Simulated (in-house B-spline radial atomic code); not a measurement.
# Re⁸⁺: ionisation energy by several methods

An exercise on one series of results from a longer session: the logs are not shown, and one member is left open.

Method: Dirac-Coulomb, several functionals; spherical all-electron atom at the radial basis limit. Code: in-house B-spline radial atomic code version 1.

## The system

| Quantity | Value |
| --- | --- |
| element | rhenium (Z = 75) |
| charge | +8 |
| electrons | 67 |
| configuration | [Kr] 4d10 4f14 5s2 5p5 |
| nucleus | Fermi, rms radius 5.370 fm |

The outer shells:

[Kr] 4d10 4f14 5s2 5p5
```
[Kr] core
4d [↑↓][↑↓][↑↓][↑↓][↑↓]
4f [↑↓][↑↓][↑↓][↑↓][↑↓][↑↓][↑↓]
5s [↑↓]
5p [↑↓][↑↓][↑ ]
```

The boxes only draw the filling; these runs are spin-restricted and spherical.

Set-up of the first run:

Settings of the run:

```ini
Z = 75
electrons = 67.0
configuration = [Kr] 4d10 4f14 5s2 5p5
hamiltonian = dirac
method = b88,lyp
spin_polarised = False
nucleus = fermi
rms_radius = 5.3698
mass_number = 187
atomic_mass = 186.955752217
speed_of_light = 137.035999084
```

Steps of the session up to this table: BLYP, a GGA; OLYP, a GGA; PW91, a GGA; exchange-only LDA; LDA (PW92); PBE, a GGA.

One table of the session follows, with a row left open; its other results are not shown here.

```
           method  ΔSCF (eV)  with Breit, QED, recoil (eV)
exchange-only LDA     166.59                        166.40
       LDA (PW92)     168.51                        168.32
             BLYP     167.91                        167.72
             OLYP     168.41                        168.22
             PW91     168.17                        167.99
              PBE          ?                             ?
```

**Question.** Estimate the row for PBE.

As computed: ΔSCF (eV): 168.02; with Breit, QED, recoil (eV): 167.83. In the column «ΔSCF (eV)» it lies between BLYP (167.91) and PW91 (168.17).

Open shells are averaged (over orientations, and over spins where the run is restricted), while tables refer to the lowest levels. For the semilocal functionals minus the highest level recovers only 92 % of their own ΔSCF value, a mark of self-interaction.

Members of this set that are not shown: 8 used exact exchange with fractional occupations of an open shell, which is unsound here.
